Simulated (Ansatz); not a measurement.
# CH5BF2Si: up Jacob's ladder to CCSD(T)

One table from this session's results is given with a row withheld; the runs are named, their logs left out.

The runs use Ansatz 0.2.0, Gaussian basis; functionals in def2-TZVPP, the program's frozen cores in correlated methods.

Levels to be run: PBE-D4, r2SCAN-D4, PBE0-D4, B3LYP-D4, ωB97X-V, ωB97M-V, B2PLYP; CCSD(T)/def2-TZVPP; MP2/def2-QZVPP; extrapolation to the limit.

**The relaxed structure**

An earlier PBE0-D4 in a triple-zeta def2 set relaxation fixed the geometry.

SMILES `BC(F)[SiH2]F`, 10 atoms, charge 0, spin multiplicity 1.

Atoms are counted from 1 here; the program's logs count them from 0.

Bond lengths: B1–C2 1.525 Å, B1–H6 1.196 Å, B1–H7 1.193 Å, C2–F3 1.398 Å, C2–Si4 1.916 Å, C2–H8 1.099 Å, Si4–F5 1.598 Å, Si4–H9 1.479 Å, Si4–H10 1.481 Å. Angles: C2–B1–H6 117.1°, C2–B1–H7 121.7°, H6–B1–H7 121.0°, B1–C2–F3 116.8°, B1–C2–Si4 106.6°, B1–C2–H8 113.9°, F3–C2–Si4 105.9°, F3–C2–H8 108.9°, Si4–C2–H8 103.6°, C2–Si4–F5 108.1°, C2–Si4–H9 107.7°, C2–Si4–H10 112.2°, F5–Si4–H9 109.3°, F5–Si4–H10 108.4°, H9–Si4–H10 111.1°.

Set-up of the first run:

in.yaml

```yaml
crystal:
  periodic: [false, false, false]
  atoms:
    - {symbol: B, position_ang: [-0.143311, -1.018886, -1.145754]}
    - {symbol: C, position_ang: [-0.246156, -0.701590, 0.342194]}
    - {symbol: F, position_ang: [0.576306, -1.435615, 1.201702]}
    - {symbol: Si, position_ang: [0.281300, 1.128464, 0.547850]}
    - {symbol: F, position_ang: [-0.916352, 2.050592, 0.030237]}
    - {symbol: H, position_ang: [-0.892328, -0.441666, -1.878636]}
    - {symbol: H, position_ang: [0.704393, -1.739541, -1.575816]}
    - {symbol: H, position_ang: [-1.274258, -0.719872, 0.730658]}
    - {symbol: H, position_ang: [0.500069, 1.374408, 1.989791]}
    - {symbol: H, position_ang: [1.493438, 1.452707, -0.239227]}
basis:
  gaussian: {orbitals: def2-TZVPP}
hamiltonian: {xc: pbe, dispersion: d4}
output: {forces: true, orbitals: {seedname: orbitals}}
```

Command:

```
$ ansatz run in.yaml --threads 4 --pin off --events-out ev --progress --plain --max-ram 10444MiB
```

Steps of the session up to this table: PBE-D4 (GGA); r2SCAN-D4 (meta-GGA); PBE0-D4 (hybrid); B3LYP-D4 (hybrid); ωB97X-V (range-separated); ωB97M-V (range-separated); B2PLYP (double hybrid); CCSD(T) in def2-TZVPP; MP2 in def2-QZVPP.

One of the session's tables, all rows but one given; the rest of the session is left out.

```
            method  atomisation energy (kJ/mol)
            PBE-D4                       3645.1
         r2SCAN-D4                       3613.8
           PBE0-D4                            ?
          B3LYP-D4                       3597.3
           ωB97X-V                       3612.9
           ωB97M-V                       3611.1
            B2PLYP                       3563.5
     HF/def2-TZVPP                       2718.6
    MP2/def2-TZVPP                       3573.7
   CCSD/def2-TZVPP                       3457.2
CCSD(T)/def2-TZVPP                       3501.8
           MP2/CBS                       3664.6
       CCSD(T)/CBS                       3592.7
```

**Question.** Estimate the row for PBE0-D4.

The run gave: atomisation energy (kJ/mol): 3584.6. In the column «atomisation energy (kJ/mol)» it lies between MP2/def2-TZVPP (3573.7) and CCSD(T)/CBS (3592.7).

To keep in mind: Free atoms (1 B, 1 C, 2 F, 1 Si, 5 H) were run apart at each level; the atomisation energy is their sum less the molecule, without zero-point or spin-orbit terms.
